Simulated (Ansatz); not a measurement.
Task: a short molecular-dynamics run of KHfO3, space group Pm-3m, with Ansatz 0.2.0, Python API. Give the script and its output. Settings: PBEsol, PAW, cutoff 463 eV, 1×1×1 k-points, Fermi-Dirac smearing of 0.1 eV.

```
CELL_PARAMETERS angstrom
4.17795 0.00000 0.00000
0.00000 4.17795 0.00000
0.00000 0.00000 4.17795
ATOMIC_POSITIONS crystal
K 0.50000 0.50000 0.50000
Hf 0.00000 0.00000 0.00000
O 0.50000 0.00000 0.00000
O 0.00000 0.50000 0.00000
O 0.00000 0.00000 0.50000
```

Script `run_md.py`:
```python
# -*- coding: utf-8 -*-
"""Short molecular dynamics of KHfO3."""

import ansatz as az
from ase import Atoms
from ase.neighborlist import neighbor_list
import numpy as np

atoms = Atoms(
    ["K", "Hf", "O", "O", "O"],
    scaled_positions=[
        [0.5, 0.5, 0.5],
        [0.0, 0.0, 0.0],
        [0.5, 0.0, 0.0],
        [0.0, 0.5, 0.0],
        [0.0, 0.0, 0.5],
    ],
    cell=[
        [4.177954, 0.0, 0.0],
        [0.0, 4.177954, 0.0],
        [0.0, 0.0, 4.177954],
    ],
    pbc=True,
)
xtal = az.Crystal.from_ase(atoms)

# a coarse mesh keeps each step cheap
calculation = (
    xtal.supercell(2, 1, 1).calculation()
    .scf(tolerance=1e-10)
    .functional("pbesol")
    .occupations("fermi_dirac", width=0.1)
    .pseudopotentials("paw")
    .kpoints(length=6)
    .basis(34 * az.Ry)
    .md("nvt_nose_hoover", timestep=1.0, steps=25, temperature=1200, thermostat_time=100, initial_velocities="maxwell_boltzmann", seed=426)
)
steps = []


def collect(event):
    if event["event"] == "md_step":
        steps.append(event["data"])


result = calculation.session().plan().execute(on_event=collect)
rep = result.report

for s in steps[::2]:
    print("%3d %7.1f fs  total %.4f eV  T %6.1f K" % (s["step"], s["time_fs"], s["lagrangian_ev"] + s["e_kin_ev"], s["temperature_k"]))

temperature = np.array([s["temperature_k"] for s in steps])
print(f"mean temperature of the second half {temperature[len(steps) // 2 :].mean():.1f} K")

symbols = [site.symbol for site in result.lattice.sites]
pairs = np.concatenate([neighbor_list("d", Atoms(symbols, positions=s["positions_ang"], cell=result.lattice.cell_ang, pbc=True), 4.5) for s in steps[len(steps) // 2 :]])
counts, edges = np.histogram(pairs, bins=np.arange(0.5, 4.51, 0.25))
for low, count in zip(edges, counts / (len(symbols) * len(steps[len(steps) // 2 :]))):
    print(f"{low:4.2f}-{low + 0.25:4.2f} A  {count:6.2f} neighbours an atom")

print("last positions (A) and velocities (A/fs)")
for site, xyz, vel in zip(result.lattice.sites, steps[-1]["positions_ang"], steps[-1]["velocities_ang_fs"]):
    print(f"{site.symbol:2s}", " ".join(f"{v:8.4f}" for v in xyz), " ", " ".join(f"{v:9.5f}" for v in vel))
```

```console
$ python run_md.py
DeckWarning: md: disabling space-group detection — thermal motion breaks the input geometry's symmetry, so no spatial operation reduces the k-mesh or symmetrises the density; time reversal is kept, [...]
  0     0.0 fs  total -37584.2319 eV  T 1200.0 K
  2     2.0 fs  total -37584.2319 eV  T 1214.1 K
  4     4.0 fs  total -37584.2317 eV  T 1260.6 K
  6     6.0 fs  total -37584.2314 eV  T 1352.8 K
  8     8.0 fs  total -37584.2311 eV  T 1513.7 K
 10    10.0 fs  total -37584.2312 eV  T 1776.3 K
 12    12.0 fs  total -37584.2324 eV  T 2180.2 K
 14    14.0 fs  total -37584.2364 eV  T 2762.6 K
 16    16.0 fs  total -37584.2464 eV  T 3541.9 K
 18    18.0 fs  total -37584.2675 eV  T 4496.2 K
 20    20.0 fs  total -37584.3071 eV  T 5552.8 K
 22    22.0 fs  total -37584.3757 eV  T 6599.5 K
 24    24.0 fs  total -37584.4849 eV  T 7500.5 K
mean temperature of the second half 5081.6 K
0.50-0.75 A    0.00 neighbours an atom
0.75-1.00 A    0.00 neighbours an atom
1.00-1.25 A    0.00 neighbours an atom
1.25-1.50 A    0.00 neighbours an atom
1.50-1.75 A    0.00 neighbours an atom
1.75-2.00 A    0.20 neighbours an atom
2.00-2.25 A    1.89 neighbours an atom
2.25-2.50 A    0.66 neighbours an atom
2.50-2.75 A    1.35 neighbours an atom
2.75-3.00 A    3.14 neighbours an atom
3.00-3.25 A    3.46 neighbours an atom
3.25-3.50 A    1.25 neighbours an atom
3.50-3.75 A    3.02 neighbours an atom
3.75-4.00 A    0.57 neighbours an atom
4.00-4.25 A    5.58 neighbours an atom
4.25-4.50 A    2.57 neighbours an atom
last positions (A) and velocities (A/fs)
K    2.0064   2.1308   2.0976    -0.00315  -0.00047   0.00025
Hf   0.0146  -0.0060   0.0075     0.00197  -0.00289   0.00329
O    2.1966   0.3321   0.1304    -0.00457   0.01122   0.00416
O   -0.0183   2.3946  -0.4547     0.00141   0.01268  -0.04299
O   -0.2912   0.3670   1.9756    -0.02578   0.03633  -0.01399
K    6.3694   1.9511   1.9673     0.00494  -0.00389  -0.00374
Hf   4.2318   0.0005   0.1212     0.00325   0.00103   0.00763
O    6.3944  -0.2704  -0.1838     0.00025  -0.00348  -0.00291
O    4.3434   1.9432  -0.4705     0.01631  -0.00854  -0.04669
O    3.2751  -0.2925   2.0215    -0.05024  -0.01687  -0.01094
```
(Warnings from the package without file and line, shortened.)

Reading the output:
- Absolute energies stand on the zero of these potentials, so only differences at equal settings mean something. A total without «per atom» is that of the whole cell that was run.
- The run is spin-unpolarised.
- Energy and stress may still move on a finer k-point mesh.
- Spin-orbit coupling, which matters for elements this heavy, is left out.
- This cell is a computed structure, which may not be the phase found in nature.
- A small cell, a coarse mesh and a very short run: it shows the set-up and gives no equilibrium averages.
- Finished in 35 s on 1 thread of Arm Neoverse V2, on a shared host, peak memory 0.46 GiB.
